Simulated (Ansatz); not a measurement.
# TaI3 (ReO3 type): equation of state

One table from this session's results is given with a row withheld; the runs are named, their logs left out.

Computed with Ansatz 0.2.0 (DFT PBE, scalar-relativistic, plane waves, PAW, unless a step's input says otherwise).

2 further runs of the same task are left out: 1 that didn't finish, 1 set aside as unsound or not needed. Runs told in other sessions of the task aren't counted.

## The system as given

It takes space group Pm-3m (No. 221, cubic). The conventional cell has a = 5.608 Å, b = 5.608 Å, c = 5.608 Å, α = 90.00°, β = 90.00°, γ = 90.00°. Ta (site symmetry m-3m) is surrounded by 6 I at 2.80 Å. I (site symmetry 4/mmm) has 2 Ta at 2.80 Å in its first shell of neighbours.

As a file:

```
Ta I
1.0
     5.60815    0.00000    5.60815
     0.00000    5.60815    5.60815
     0.00000    0.00000   11.21630
Ta I
2 6
Direct
  0.00000 0.00000 0.00000
  0.00000 0.00000 0.50000
  0.50000 0.00000 0.75000
  0.00000 0.00000 0.25000
  0.00000 0.50000 0.75000
  0.50000 0.00000 0.25000
  0.00000 0.00000 0.75000
  0.00000 0.50000 0.25000
```

An earlier run at PBE left this cell at 44.096 Å³/atom and 0.00 GPa (6×6×3 mesh). The large moments point both ways and cancel.

Volume factors to run: 0.980, 1.020, 0.960, 1.040, 1.070, 1.100, 0.945.

Set-up of the first run:

input.yaml

```yaml
crystal:
  lattice:
    - [5.5705108611, 0.0, 5.5705108612]
    - [0.0, 5.5705108611, 5.5705108612]
    - [0.0, 0.0, 11.1410217223]
  atoms:
    - { symbol: Ta, position: [0.0, 0.0, 0.0], spin: 0.96 }
    - { symbol: I, position: [0.5, 0.0, 0.75] }
    - { symbol: I, position: [0.0, 0.0, 0.25] }
    - { symbol: I, position: [0.0, 0.5, 0.75] }
    - { symbol: Ta, position: [0.0, 0.0, 0.5], spin: -0.96 }
    - { symbol: I, position: [0.5, 0.0, 0.25] }
    - { symbol: I, position: [0.0, 0.0, 0.75] }
    - { symbol: I, position: [0.0, 0.5, 0.25] }
basis:
  ecutwfc: 420
  ecutrho_ratio: 4
kpoints:
  mp_grid: { grid: [6, 6, 3] }
hamiltonian:
  xc: pbe
scf:
  occupations: { method: gaussian, width: 0.05 }
output:
  forces: true
  stress: true
  eigenvalues: true
  populations: true
magnetization:
  spin_polarized: true
relax:
  f_tol: 0.01
  max_steps: 40
```

On the command line:

```console
$ ansatz run input.yaml --threads 2 --pin off --max-ram 2662MiB --backend cpu --events-out ev --progress --plain --runs-dir out
```

Among the steps run: Scaling the volume by 0.980; At 1.020 of the relaxed volume; Scaling the volume by 0.960; Volume × 1.040; At 1.070 of the relaxed volume; Scaling the volume by 1.100; At 0.945 of the relaxed volume.

One of the session's tables, all rows but one given; the rest of the session is left out.

It belongs to the step «Energy and pressure against volume». 

```
volume (Å³/atom)  energy (meV/atom)  pressure (GPa)  moment of atom 1 (μB)
          41.671              16.10            2.26                   0.75
          42.332                  ?               ?                      ?
          43.214               1.96            0.74                   0.83
          44.096               0.00            0.00                   0.87
          44.978               1.86           -0.65                   0.92
          45.860               7.09           -1.23                   0.96
          47.183              20.42           -1.97                   1.02
          48.506              39.32           -2.58                   1.08
```

Q: Estimate the row for volume (Å³/atom) = 42.332 from the others.

Worked estimate for «energy (meV/atom)». A straight line through the neighbours (41.671, 16.10) and (43.214, 1.96) gives 16.10 + (1.96 − 16.10) × (42.332 − 41.671) / (43.214 − 41.671) = 10.04; a parabola fitted to 3 rows on both sides gives 8.37.

The run gave: energy (meV/atom): 8.23; pressure (GPa): 1.57; moment of atom 1 (μB): 0.79. In «energy (meV/atom)» the line misses by +1.81 and the parabola by +0.14.

Limits of these values: Warnings in the runs' records: stress scf threshold loose, xc potential rough in thin density, stability check not made, k point list ram cut.
